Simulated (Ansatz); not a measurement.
# BH3InN: how energies converge with the basis set

How large a basis does BH3InN need? Two functionals are run in growing sets.

The runs use Ansatz 0.2.0, Gaussian basis; one geometry, several basis sets.

Levels to be run: PBE0-D4/def2-SVP; ωB97M-V/def2-SVP; PBE0-D4/def2-QZVPP; ωB97M-V/def2-QZVPP; the functionals' def2-TZVPP values are taken from earlier runs.

## Step 1: Structure used throughout

The geometry comes from an earlier relaxation with PBE0-D4 in a triple-zeta def2 set; it is a stationary point. In takes the def2 core potential; no spin-orbit term is included.

6 atoms, charge 0, spin multiplicity 1.

Atoms are counted from 1 here; the program's logs count them from 0.

Bond lengths: B1–N2 1.381 Å, B1–H4 1.202 Å, B1–H6 1.229 Å, N2–In3 2.143 Å, N2–H5 1.010 Å. Angles: N2–B1–H4 126.1°, N2–B1–H6 116.2°, H4–B1–H6 117.7°, B1–N2–In3 103.6°, B1–N2–H5 120.1°, In3–N2–H5 136.3°.

As a file:

```
B    -0.64613    0.17591   -0.11610
N     0.67705   -0.14167   -0.34953
In    1.43770   -0.60241    1.60038
H    -1.45321    0.49939   -0.94539
H     1.04655   -0.11359   -1.28897
H    -1.01997    0.11826    1.05341
```

## Step 2: PBE0-D4 in def2-SVP

The input, in.yaml:

```yaml
crystal:
  periodic: [false, false, false]
  atoms:
    - {symbol: B, position_ang: [-0.646128, 0.175915, -0.116101]}
    - {symbol: N, position_ang: [0.677051, -0.141667, -0.349530]}
    - {symbol: In, position_ang: [1.437702, -0.602408, 1.600376]}
    - {symbol: H, position_ang: [-1.453209, 0.499393, -0.945388]}
    - {symbol: H, position_ang: [1.046555, -0.113592, -1.288974]}
    - {symbol: H, position_ang: [-1.019970, 0.118258, 1.053415]}
basis:
  gaussian: {orbitals: def2-SVP}
hamiltonian: {xc: pbe0, dispersion: d4}
output: {orbitals: {seedname: orbitals}}
```

The run is started by

```
$ ansatz run in.yaml --threads 2 --pin off --events-out ev --progress --plain --max-ram 4352MiB
```

Further steps of the session: ωB97M-V in def2-SVP; PBE0-D4 in def2-QZVPP; ωB97M-V in def2-QZVPP.

Q: Predict the results of all the runs planned. Wanted: PBE0-D4: double and triple zeta above quadruple; ωB97M-V: double and triple zeta above quadruple.

**Answer**, as computed:

| quantity | value |
| --- | --- |
| PBE0-D4: double and triple zeta above quadruple | 2.87, 0.17 eV |
| ωB97M-V: double and triple zeta above quadruple | 3.00, 0.16 eV |

**Reading.** PBE0-D4 gains 2.70 eV from double to triple zeta, then 0.17 eV more. These are total energies; as a rule much of such shifts cancels in differences, which this series doesn't test.
